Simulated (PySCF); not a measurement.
**[La(H2O)2]3+: other functionals and bases at one geometry**

The task here is to estimate one member of a computed series from the others.

Computed with PySCF 2.14.0. Level: several levels, as the steps say, no spin–orbit coupling.

1 further run of the same task is left out (for a known fault of the program).

## The starting structure

7 atoms, charge 3, spin multiplicity 1.

Bond lengths: La1–O2 2.363 Å, La1–O5 2.366 Å, O2–H3 0.990 Å, O2–H4 0.991 Å, O5–H6 0.991 Å, O5–H7 0.991 Å. Angles: O2–La1–O5 110.7°, La1–O2–H3 129.3°, La1–O2–H4 128.1°, H3–O2–H4 102.6°, La1–O5–H6 128.1°, La1–O5–H7 129.3°, H6–O5–H7 102.5°.

Geometry (Å):

```xyz
7
charge 3, multiplicity 1
La   -0.3089   -1.1205   -0.0103
O    -0.0161    0.1719    1.9461
H     0.3402    1.0900    2.0438
H    -0.2146   -0.0833    2.8830
O     0.0900    0.1843   -1.9428
H     0.6545   -0.0389   -2.7258
H    -0.2880    1.0649   -2.1941
```

Formal oxidation states: La +3. The 4f shell is empty and lies in the core potential. An earlier session relaxed this geometry at PBE0, La lcecp-1-SVP with ECP46, O def2-SVP, H def2-SVP (singlet, point group C1).

At PBE0 on the finer grid: E = -183.010787 Eh, HOMO -25.78 eV, LUMO -18.09 eV, Mulliken charge on La1 +2.32 e, largest force component 0.020 eV/Å. The large-core potential holds the 4f shell empty.

Levels to run: TPSS; wB97X; PBE0, TZVP. Hardware: 2 threads of Arm Neoverse V1, shared host.

Set-up of the first run:

File run.py (the lines that set the calculation):

```python
mol = gto.M(atom='''
La    -0.30887    -1.12049    -0.01025
O     -0.01609     0.17195     1.94614
H      0.34017     1.09004     2.04383
H     -0.21458    -0.08335     2.88297
O      0.09004     0.18427    -1.94280
H      0.65451    -0.03887    -2.72582
H     -0.28802     1.06488    -2.19406''',
    basis={'La': 'lcecp-1-SVP', 'O': 'def2-SVP', 'H': 'def2-SVP'},
    ecp={'La': 'lcecp-1-SVP'},
    charge=3, spin=0)
mf = dft.RKS(mol, xc='TPSS')
mf.grids.atom_grid = (75, 302)  # f atoms: unpruned, at least (60, 302)
mf = mf.density_fit()  # fitting sets: La AutoAux, O def2-universal-JKFIT, H def2-universal-JKFIT
mf.conv_tol = 1e-08; mf.max_cycle = 55
mf.kernel(dm0)  # dm0: the density of the relaxed state
```

Run with:

```
$ OMP_NUM_THREADS=2 python run.py
```

Among the steps run: TPSS; wB97X; PBE0, TZVP.

One table of the session follows, with a row left open; its other results are not shown here.

```
              level  HOMO (eV)  gap (eV)  charge on La1 (e)  dipole (D)  largest force component (eV/Å)
PBE0 (relaxed here)     -25.78      7.69               2.32        2.39                            0.02
               TPSS     -24.08      5.32               2.26        2.59                            0.43
              wB97X          ?         ?                  ?           ?                               ?
         PBE0, TZVP     -25.80      7.80               2.44        2.43                            0.26
```

Q: Estimate the row for wB97X from the others.

The run gave: HOMO (eV): -28.27; gap (eV): 12.57; charge on La1 (e): 2.35; dipole (D): 2.18; largest force component (eV/Å): 0.14. In the column «HOMO (eV)» it is the lowest.

The dipole of a charged species depends on the origin, so these sizes hold for this origin alone.

In one basis the HOMO–LUMO gap runs from 5.32 eV (TPSS) to 12.57 eV (wB97X). The largest leftover force, 0.43 eV/Å with TPSS, stands at a geometry relaxed at another level. With 4f in the core, its levels are missing from HOMO and gap, and its count is fixed, so no charge can pass from the ligands into it. Total energies of different levels can't be compared.
